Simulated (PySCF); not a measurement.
# A gas-phase reaction: FH5OSi2 + Cl2 → ClFH4OSi2 + ClH, part 1 of 2

Wanted: the reaction energy for `O[SiH](F)[SiH3]` + `ClCl` → `O[Si](F)([SiH3])Cl` + `Cl`.

Computed with PySCF 2.14.0; each step states its level. No surroundings beyond the atoms listed, unless a continuum is named. Atoms count from 0, parts from 1.

## 1. The system as given

Each species was relaxed by itself at GFN2-xTB.

## 2. Reaction energy: PBE0-D3(BJ)/def2-TZVP

What the job is given:

```
{"job": {"kind": "react", "xc": "PBE0", "basis": "def2-TZVP", "disp": "d3bj"}, "charge": 0, "multiplicity": 1}
-1 FH5OSi2 charge 0 multiplicity 1
O     -1.354950     1.240170     0.280360
Si    -0.838910    -0.274960     0.026300
F     -1.421460    -0.694040    -1.430020
Si     1.448790    -0.151780     0.026570
H     -2.253950     1.513460     0.111150
H     -1.567370    -1.216550     0.873310
H      1.999090    -0.967330     1.116710
H      2.034830    -0.660280    -1.219440
H      1.953940     1.211300     0.215060

-1 Cl2 charge 0 multiplicity 1
Cl     1.008420     0.005190    -0.000020
Cl    -1.008420    -0.005190     0.000020

+1 ClFH4OSi2 charge 0 multiplicity 1
O     -0.112380     1.652040    -0.825450
Si    -0.369370     0.059870    -0.751070
F     -1.981230    -0.114410    -0.766930
Si     0.538290    -0.628780     1.237080
Cl     0.176330    -0.830500    -2.484790
H     -0.473920     2.227610    -1.498600
H      1.970890    -0.330100     1.305760
H      0.370760    -2.074400     1.420620
H     -0.119370     0.038670     2.363380

+1 ClH charge 0 multiplicity 1
Cl     0.638620     0.004970    -0.000020
H     -0.638620    -0.004970     0.000020
```

Level: PBE0-D3(BJ)/def2-TZVP reaction energy of separated species, gas phase.

The run is started by

```console
> OMP_NUM_THREADS=1 python cluster_run.py task.json out
```

This one command runs all jobs of the session in turn.

The log of the run:

```text
species 1 (FH5OSi2)
coarse grid: 8520 points
cycle   1  E = -756.7067224933  dE =  2.147e-01  |g| = 8.669e-01  |ddm| = 2.246e+00
cycle   2  E = -756.5147509962  dE =  1.920e-01  |g| = 1.374e+00  |ddm| = 1.117e+00
cycle   3  E = -756.8310478499  dE = -3.163e-01  |g| = 4.894e-02  |ddm| = 7.439e-01
cycle   4  E = -756.8314707402  dE = -4.229e-04  |g| = 2.458e-02  |ddm| = 4.296e-02
cycle   5  E = -756.8315499919  dE = -7.925e-05  |g| = 1.140e-02  |ddm| = 1.550e-02
cycle   6  E = -756.8315694251  dE = -1.943e-05  |g| = 9.418e-04  |ddm| = 5.631e-03
cycle   7  E = -756.8315696098  dE = -1.847e-07  |g| = 1.911e-04  |ddm| = 7.668e-04
final grid: 73528 points
cycle   8  E = -756.8332183266  dE = -2.461e-05  |g| = 4.375e-03  |ddm| = 1.080e-02
cycle   9  E = -756.8332141549  dE =  4.172e-06  |g| = 6.596e-03  |ddm| = 4.849e-03
cycle  10  E = -756.8332211541  dE = -6.999e-06  |g| = 3.227e-04  |ddm| = 3.145e-03
cycle  11  E = -756.8332211688  dE = -1.470e-08  |g| = 7.584e-05  |ddm| = 1.767e-04
cycle  12  E = -756.8332211695  dE = -6.328e-10  |g| = 4.289e-05  |ddm| = 5.816e-05
cycle  13  E = -756.8332211697  dE = -2.645e-10  |g| = 5.568e-06  |ddm| = 2.061e-05
converged SCF energy = -756.8332211697

species 2 (Cl2)
coarse grid: 3248 points
cycle   1  E = -920.0837282604  dE =  1.095e-01  |g| = 1.586e-01  |ddm| = 1.282e+00
cycle   2  E = -920.0859747118  dE = -2.246e-03  |g| = 8.807e-02  |ddm| = 1.163e-01
cycle   3  E = -920.0874259907  dE = -1.451e-03  |g| = 3.121e-02  |ddm| = 7.139e-02
cycle   4  E = -920.0876586848  dE = -2.327e-04  |g| = 6.781e-04  |ddm| = 2.052e-02
cycle   5  E = -920.0876587937  dE = -1.089e-07  |g| = 3.853e-04  |ddm| = 1.316e-03
final grid: 23496 points
cycle   6  E = -920.0889494841  dE = -8.451e-06  |g| = 2.630e-03  |ddm| = 5.860e-03
cycle   7  E = -920.0889498898  dE = -4.056e-07  |g| = 1.433e-03  |ddm| = 2.947e-03
cycle   8  E = -920.0889500991  dE = -2.093e-07  |g| = 1.058e-04  |ddm| = 1.158e-03
cycle   9  E = -920.0889501014  dE = -2.386e-09  |g| = 3.873e-05  |ddm| = 9.791e-05
cycle  10  E = -920.0889501018  dE = -3.396e-10  |g| = 2.652e-06  |ddm| = 2.238e-05
converged SCF energy = -920.0889501018

species 3 (ClFH4OSi2)
coarse grid: 9528 points
cycle   1  E = -1216.2349019178  dE =  4.333e-01  |g| = 8.761e-01  |ddm| = 2.424e+00
cycle   2  E = -1216.0543773614  dE =  1.805e-01  |g| = 1.362e+00  |ddm| = 1.083e+00
cycle   3  E = -1216.3626545809  dE = -3.083e-01  |g| = 7.499e-02  |ddm| = 6.884e-01
cycle   4  E = -1216.3637106231  dE = -1.056e-03  |g| = 3.503e-02  |ddm| = 8.543e-02
cycle   5  E = -1216.3639440554  dE = -2.334e-04  |g| = 7.883e-03  |ddm| = 3.001e-02
cycle   6  E = -1216.3639543829  dE = -1.033e-05  |g| = 3.687e-03  |ddm| = 6.771e-03
cycle   7  E = -1216.3639566888  dE = -2.306e-06  |g| = 7.427e-04  |ddm| = 1.977e-03
final grid: 79904 points
cycle   8  E = -1216.3666280652  dE = -2.619e-05  |g| = 4.730e-03  |ddm| = 1.186e-02
cycle   9  E = -1216.3666243424  dE =  3.723e-06  |g| = 6.373e-03  |ddm| = 5.654e-03
cycle  10  E = -1216.3666312704  dE = -6.928e-06  |g| = 7.450e-04  |ddm| = 3.513e-03
cycle  11  E = -1216.3666313512  dE = -8.080e-08  |g| = 1.621e-04  |ddm| = 4.437e-04
cycle  12  E = -1216.3666313569  dE = -5.680e-09  |g| = 5.244e-05  |ddm| = 1.620e-04
cycle  13  E = -1216.3666313575  dE = -5.491e-10  |g| = 1.392e-05  |ddm| = 3.712e-05
converged SCF energy = -1216.3666313575

species 4 (ClH)
coarse grid: 2248 points
cycle   1  E = -460.6524163236  dE = -4.071e-02  |g| = 1.896e-01  |ddm| = 8.037e-01
cycle   2  E = -460.6555304471  dE = -3.114e-03  |g| = 1.825e-01  |ddm| = 3.512e-01
cycle   3  E = -460.6639459277  dE = -8.415e-03  |g| = 1.430e-02  |ddm| = 1.607e-01
cycle   4  E = -460.6639664799  dE = -2.055e-05  |g| = 2.791e-03  |ddm| = 7.431e-03
cycle   5  E = -460.6639681541  dE = -1.674e-06  |g| = 1.053e-03  |ddm| = 2.566e-03
final grid: 17120 points
cycle   6  E = -460.6643954701  dE = -4.344e-06  |g| = 2.192e-03  |ddm| = 4.681e-03
cycle   7  E = -460.6643955689  dE = -9.888e-08  |g| = 1.748e-03  |ddm| = 2.790e-03
cycle   8  E = -460.6643961192  dE = -5.503e-07  |g| = 1.344e-04  |ddm| = 1.427e-03
cycle   9  E = -460.6643961243  dE = -5.129e-09  |g| = 2.167e-05  |ddm| = 1.073e-04
cycle  10  E = -460.6643961244  dE = -1.073e-10  |g| = 4.337e-06  |ddm| = 1.729e-05
converged SCF energy = -460.6643961244

Reaction energy = -69.030 kcal/mol
```

Wall time 35 s (1 thread of Intel Xeon at 2.50GHz, shared host); peak memory 0.6 GiB.

Species by species (with the dispersion term, which the log's SCF energies lack):

```tsv
ν	species	energy (Eh)	HOMO (eV)
-1	O[SiH](F)[SiH3]	-756.83883	-8.50
-1	ClCl	-920.08987	-8.73
+1	O[Si](F)([SiH3])Cl	-1216.37405	-9.05
+1	Cl	-460.66466	-9.41
```

## 3. Energies of the species: B97-D3(BJ)/def2-TZVP

Same as in step 2 but for these lines:

```diff
@@ -1,2 +1,2 @@
-{"job": {"kind": "react", "xc": "PBE0", "basis": "def2-TZVP", "disp": "d3bj"}, "charge": 0, "multiplicity": 1}
+{"job": {"kind": "react", "xc": "B97-D3(BJ)", "basis": "def2-TZVP"}, "charge": 0, "multiplicity": 1}
 -1 FH5OSi2 charge 0 multiplicity 1
```

With the program's defaults for keys left out, this is: B97-D3(BJ)/def2-TZVP reaction energy of separated species, gas phase.

The log of the run:

```text
species 1 (FH5OSi2)
coarse grid: 8520 points
cycle   1  E = -756.9630004067  dE =  2.858e-01  |g| = 1.057e+00  |ddm| = 2.305e+00
cycle   2  E = -756.1597102673  dE =  8.033e-01  |g| = 2.306e+00  |ddm| = 2.028e+00
cycle   3  E = -757.1441859587  dE = -9.845e-01  |g| = 1.287e-01  |ddm| = 1.641e+00
cycle   4  E = -757.1476109264  dE = -3.425e-03  |g| = 9.958e-02  |ddm| = 1.763e-01
cycle   5  E = -757.1492312527  dE = -1.620e-03  |g| = 3.723e-02  |ddm| = 6.434e-02
cycle   6  E = -757.1494610555  dE = -2.298e-04  |g| = 6.058e-03  |ddm| = 2.326e-02
cycle   7  E = -757.1494690472  dE = -7.992e-06  |g| = 1.418e-03  |ddm| = 5.235e-03
final grid: 73528 points
cycle   8  E = -757.1471844679  dE = -2.577e-05  |g| = 2.201e-02  |ddm| = 2.549e-02
cycle   9  E = -757.1469870077  dE =  1.975e-04  |g| = 4.250e-02  |ddm| = 2.839e-02
cycle  10  E = -757.1472487814  dE = -2.618e-04  |g| = 2.094e-03  |ddm| = 2.009e-02
cycle  11  E = -757.1472494013  dE = -6.199e-07  |g| = 1.092e-03  |ddm| = 1.605e-03
cycle  12  E = -757.1472496011  dE = -1.998e-07  |g| = 1.850e-04  |ddm| = 6.341e-04
cycle  13  E = -757.1472496097  dE = -8.558e-09  |g| = 3.943e-05  |ddm| = 1.696e-04
cycle  14  E = -757.1472496102  dE = -5.078e-10  |g| = 2.597e-06  |ddm| = 3.539e-05
converged SCF energy = -757.1472496102

species 2 (Cl2)
coarse grid: 3248 points
cycle   1  E = -920.4706196048  dE =  1.236e-01  |g| = 1.394e-01  |ddm| = 1.301e+00
cycle   2  E = -920.4738880352  dE = -3.268e-03  |g| = 8.809e-02  |ddm| = 2.439e-01
cycle   3  E = -920.4752355798  dE = -1.348e-03  |g| = 1.461e-02  |ddm| = 1.012e-01
cycle   4  E = -920.4752577605  dE = -2.218e-05  |g| = 5.640e-04  |ddm| = 9.299e-03
cycle   5  E = -920.4752577460  dE =  1.449e-08  |g| = 6.134e-04  |ddm| = 7.331e-04
final grid: 23496 points
cycle   6  E = -920.4487845559  dE = -2.387e-05  |g| = 1.146e-02  |ddm| = 2.117e-02
cycle   7  E = -920.4487836161  dE =  9.397e-07  |g| = 9.002e-03  |ddm| = 1.435e-02
cycle   8  E = -920.4487955656  dE = -1.195e-05  |g| = 2.153e-03  |ddm| = 8.294e-03
cycle   9  E = -920.4487967292  dE = -1.164e-06  |g| = 1.823e-04  |ddm| = 1.445e-03
cycle  10  E = -920.4487967364  dE = -7.180e-09  |g| = 3.386e-06  |ddm| = 2.137e-04
cycle  11  E = -920.4487967364  dE = -2.274e-12  |g| = 2.248e-07  |ddm| = 3.719e-06
converged SCF energy = -920.4487967364

species 3 (ClFH4OSi2)
coarse grid: 9528 points
cycle   1  E = -1216.6697620652  dE =  4.853e-01  |g| = 1.073e+00  |ddm| = 2.489e+00
cycle   2  E = -1215.9263692699  dE =  7.434e-01  |g| = 2.269e+00  |ddm| = 1.817e+00
cycle   3  E = -1216.8544211492  dE = -9.281e-01  |g| = 1.909e-01  |ddm| = 1.392e+00
cycle   4  E = -1216.8620683267  dE = -7.647e-03  |g| = 1.016e-01  |ddm| = 2.537e-01
cycle   5  E = -1216.8639927406  dE = -1.924e-03  |g| = 3.149e-02  |ddm| = 8.890e-02
cycle   6  E = -1216.8641768626  dE = -1.841e-04  |g| = 1.244e-02  |ddm| = 2.574e-02
cycle   7  E = -1216.8642036553  dE = -2.679e-05  |g| = 3.724e-03  |ddm| = 7.784e-03
cycle   8  E = -1216.8642064289  dE = -2.774e-06  |g| = 1.028e-03  |ddm| = 3.219e-03
final grid: 79904 points
cycle   9  E = -1216.8488191722  dE = -2.361e-05  |g| = 2.442e-02  |ddm| = 2.788e-02
cycle  10  E = -1216.8486047508  dE =  2.144e-04  |g| = 4.464e-02  |ddm| = 3.179e-02
cycle  11  E = -1216.8488946401  dE = -2.899e-04  |g| = 4.108e-03  |ddm| = 2.195e-02
cycle  12  E = -1216.8488971149  dE = -2.475e-06  |g| = 1.171e-03  |ddm| = 3.104e-03
cycle  13  E = -1216.8488973600  dE = -2.451e-07  |g| = 3.389e-04  |ddm| = 8.044e-04
cycle  14  E = -1216.8488973814  dE = -2.141e-08  |g| = 6.516e-05  |ddm| = 2.657e-04
cycle  15  E = -1216.8488973822  dE = -8.638e-10  |g| = 2.184e-05  |ddm| = 6.202e-05
converged SCF energy = -1216.8488973822

species 4 (ClH)
coarse grid: 2248 points
cycle   1  E = -460.8475266869  dE = -1.730e-02  |g| = 2.368e-01  |ddm| = 8.349e-01
cycle   2  E = -460.8407008259  dE =  6.826e-03  |g| = 3.126e-01  |ddm| = 5.202e-01
cycle   3  E = -460.8630013046  dE = -2.230e-02  |g| = 2.278e-02  |ddm| = 2.750e-01
cycle   4  E = -460.8630970766  dE = -9.577e-05  |g| = 1.058e-02  |ddm| = 2.157e-02
cycle   5  E = -460.8631286875  dE = -3.161e-05  |g| = 6.019e-04  |ddm| = 7.423e-03
cycle   6  E = -460.8631287945  dE = -1.070e-07  |g| = 4.885e-05  |ddm| = 5.051e-04
final grid: 17120 points
cycle   7  E = -460.8492707813  dE = -8.984e-06  |g| = 9.027e-03  |ddm| = 1.435e-02
cycle   8  E = -460.8492685530  dE =  2.228e-06  |g| = 8.230e-03  |ddm| = 1.226e-02
cycle   9  E = -460.8492794994  dE = -1.095e-05  |g| = 1.059e-03  |ddm| = 7.418e-03
cycle  10  E = -460.8492798126  dE = -3.132e-07  |g| = 2.248e-04  |ddm| = 9.511e-04
cycle  11  E = -460.8492798261  dE = -1.343e-08  |g| = 3.108e-06  |ddm| = 1.642e-04
cycle  12  E = -460.8492798261  dE = -2.501e-12  |g| = 6.002e-07  |ddm| = 3.581e-06
converged SCF energy = -460.8492798261

Reaction energy = -65.495 kcal/mol
```

Run time: 79 s. Hardware: 1 thread of Intel Xeon at 2.50GHz, shared host; peak memory 0.46 GiB.

Reaction energy at this level: -65.50 kcal/mol.

(Continued in part 2 of 2.)
